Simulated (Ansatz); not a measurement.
# CH6ClSi2 (SMILES C[Si]([SiH3])Cl) at UHF/STO-3G

Aim: the vertical doublet–quartet gap of CH6ClSi2 at UHF/STO-3G, from 2 runs. 

Program for the calculation: Ansatz 0.2.0.

44 further runs of the same task are left out: 44 set aside as unsound or not needed.

## 1. The molecule

CH6ClSi2: 10 atoms, total charge 0, spin state doublet. As SMILES, `C[Si]([SiH3])Cl`. Geometry: relaxed at PBE0-D4/def2-TZVP.

Bond lengths: C1–Si2 1.872 Å, Si2–Si3 2.338 Å, Si2–Cl4 2.073 Å, C1–H5 1.093 Å, C1–H6 1.094 Å, C1–H7 1.092 Å, Si3–H8 1.485 Å, Si3–H9 1.490 Å, Si3–H10 1.489 Å. Some angles: C1–Si2–Si3 115.2°, C1–Si2–Cl4 108.2°, Si3–Si2–Cl4 108.6°, Si2–C1–H5 110.0°, Si2–C1–H6 110.4°, Si2–C1–H7 110.6°, Si2–Si3–H8 109.0°, Si2–Si3–H9 112.4°, Si2–Si3–H10 108.4°, H5–C1–H6 108.7°.

## 2. The energy at UHF/STO-3G

File input.yaml:

```yaml
crystal:
  periodic: [false, false, false]
  atoms:
    - {symbol: C, position_ang: [-0.817600, 1.375900, -0.759000]}
    - {symbol: Si, position_ang: [-0.393400, -0.447400, -0.745400]}
    - {symbol: Si, position_ang: [1.253500, -1.073900, 0.791400]}
    - {symbol: Cl, position_ang: [-2.123100, -1.512600, -0.330000]}
    - {symbol: H, position_ang: [0.078700, 1.966200, -0.965000]}
    - {symbol: H, position_ang: [-1.223500, 1.680800, 0.209700]}
    - {symbol: H, position_ang: [-1.561600, 1.592100, -1.528300]}
    - {symbol: H, position_ang: [1.490500, -2.535600, 0.676400]}
    - {symbol: H, position_ang: [0.871400, -0.750900, 2.195100]}
    - {symbol: H, position_ang: [2.508200, -0.345800, 0.457800]}
basis:
  gaussian: {orbitals: STO-3G}
magnetization: {spin_polarized: true, initial_magnetization: 1}
hamiltonian: {xc: hf}
accuracy: high
output: {orbitals: {seedname: orbitals}}
```

Started as:

```sh
$ ansatz run input.yaml --threads 1 --pin off --max-ram 3480MiB --events-out events.jsonl --progress --plain --runs-dir runs
```

What it wrote:

```text
Warning: RAYON_NUM_THREADS=1 ignored (pool sized by the plan → 1); use --threads N
Functional definition: HF
  name "HF"
  exchange = exact_x
  correlation = 0
763 factors; integrals over basis functions are off by at most 1.1e-8 eV
mean field evaluation 1: about -29025.6252 eV, gradient 1.1e1 eV
mean field evaluation 2: about -29025.7049 eV, gradient 1.1e1 eV
mean field evaluation 4: about -29027.1441 eV, gradient 1.0e0 eV
mean field evaluation 8: about -29027.1723 eV, gradient 1.7e-2 eV
mean field -29027.17232578 eV, -1066.7289076483 hartree, gradient 2.6e-8 eV, S^2 0.751856; 0 other end points of the search recorded, 0 dependent functions left out
reference -29027.17232578 eV, -1066.7289076483 hartree; 29, 28 occupied and 9, 10 virtual orbitals, 763 factors
Total energy: -29027.17232578 eV, -1066.7289076483 hartree
```

Run time: 0.54 s. Hardware: 1 thread of Arm Neoverse V2, shared host; peak memory 0.11 GiB.

## 3. The quartet

File run.yaml:

```yaml
crystal:
  periodic: [false, false, false]
  atoms:
    - {symbol: C, position_ang: [-0.817600, 1.375900, -0.759000]}
    - {symbol: Si, position_ang: [-0.393400, -0.447400, -0.745400]}
    - {symbol: Si, position_ang: [1.253500, -1.073900, 0.791400]}
    - {symbol: Cl, position_ang: [-2.123100, -1.512600, -0.330000]}
    - {symbol: H, position_ang: [0.078700, 1.966200, -0.965000]}
    - {symbol: H, position_ang: [-1.223500, 1.680800, 0.209700]}
    - {symbol: H, position_ang: [-1.561600, 1.592100, -1.528300]}
    - {symbol: H, position_ang: [1.490500, -2.535600, 0.676400]}
    - {symbol: H, position_ang: [0.871400, -0.750900, 2.195100]}
    - {symbol: H, position_ang: [2.508200, -0.345800, 0.457800]}
basis:
  gaussian: {orbitals: STO-3G}
output: {orbitals: {seedname: orbitals}}
magnetization: {spin_polarized: true, initial_magnetization: 3}
accuracy: high
hamiltonian: {xc: hf}
```

Started as:

```sh
$ ansatz run run.yaml --threads 1 --pin off --max-ram 3480MiB --events-out events.jsonl --progress --plain --runs-dir runs
```

What it wrote, shortened:

```text
Warning: RAYON_NUM_THREADS=1 ignored (pool sized by the plan → 1); use --threads N
Functional definition: HF
  name "HF"
[...]
763 factors; integrals over basis functions are off by at most 1.1e-8 eV
[...]
mean field -29018.05145908 eV, -1066.3937219796 hartree, gradient 2.5e-8 eV, S^2 3.753264; 4 other end points of the search recorded, 0 dependent functions left out
reference -29018.05145908 eV, -1066.3937219796 hartree; 30, 27 occupied and 8, 11 virtual orbitals, 763 factors
Total energy: -29018.05145908 eV, -1066.3937219796 hartree
```

It took 1.9 s on 1 thread of Arm Neoverse V2, shared host; peak memory 0.12 GiB.

## 4. What came out

Level: UHF/STO-3G.

| quantity | value |
| --- | --- |
| doublet: total energy | -1066.72891 Eh |
| doublet: HOMO energy (highest over α and β) | -6.45 eV |
| doublet: LUMO energy (lowest over α and β) | 5.11 eV |
| doublet: ⟨S²⟩ | 0.752 |
| quartet: total energy | -1066.39372 Eh |
| quartet: HOMO energy (highest over α and β) | 0.03 eV |
| quartet: LUMO energy (lowest over α and β) | 0.55 eV |
| quartet: ⟨S²⟩ | 3.753 |
| vertical energy of the quartet above the doublet | 9.121 eV |

What this shows: At this shape the quartet lies 9.12 eV (210 kcal/mol) above the doublet. In a minimal basis such a difference can be off by several eV, whatever the method.
